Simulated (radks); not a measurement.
# Se²⁻ held by a Watson sphere

One table from this session's results is given with a row withheld; the runs are named, their logs left out.

The numbers are computed with radks (a radial shooting solver on a logarithmic mesh, Libxc functionals) version 1 (scalar-relativistic Kohn-Sham, PBEsol, spin-polarised, spherical densities, finite nucleus), except any that are marked as measured or tabulated.

### The system

- element: selenium (Z = 34)
- charge: -2
- electrons: 36
- configuration: [Kr]
- nuclear rms radius: 4.14 fm

The outer shells:

Se²⁻
```
[Ar] core
3d [↑↓][↑↓][↑↓][↑↓][↑↓]
4s [↑↓]
4p [↑↓][↑↓][↑↓]
```

The first run:

Input:

```text
Z 34
configuration [Kr]
relativity scalar-relativistic
functional pbe_sol,pbe_sol
spin polarised
nucleus finite rms 4.14 fm
c 137.035999084
watson charge 2 radius 2.2 bohr
response adiabatic LDA kernel
```

The run is started by

```console
> python run_ks.py task.json out
```

All runs below come from this command, one after another.

Among the steps run: R = 2.2 bohr; R = 4.19 bohr; R = 4.6 bohr; R = 4.94 bohr; R = 5.16 bohr.

One of the session's tables, all rows but one given; the rest of the session is left out.

```
R (bohr)  highest level (eV)  its <r> (bohr)  sum of <r²> (bohr²)  α (bohr³)
     2.2              -7.910           2.279                52.57      29.64
    4.19                   ?               ?                    ?          ?
     4.6              -4.036           2.792                74.57      106.7
    4.94              -3.645           2.844                77.38      126.3
    5.16              -3.413           2.875                79.19      140.8
```

**Question.** Estimate the row for R (bohr) = 4.19.

Worked estimate for «highest level (eV)». A straight line through the neighbours (2.2, -7.910) and (4.6, -4.036) gives -7.910 + (-4.036 + 7.910) × (4.19 − 2.2) / (4.6 − 2.2) = -4.698; a parabola fitted to 3 rows on both sides gives -4.560.

**Answer.** highest level (eV): -4.563; its <r> (bohr): 2.725; sum of <r²> (bohr²): 71.13; α (bohr³): 86.67. In «highest level (eV)» the line misses by -0.135 and the parabola by +0.003.

From R = 2.2 to 5.16 bohr the top level moves from -7.910 to -3.413 eV and its mean radius from 2.28 to 2.88 bohr. A wider sphere makes a shallower well, so the ion swells.
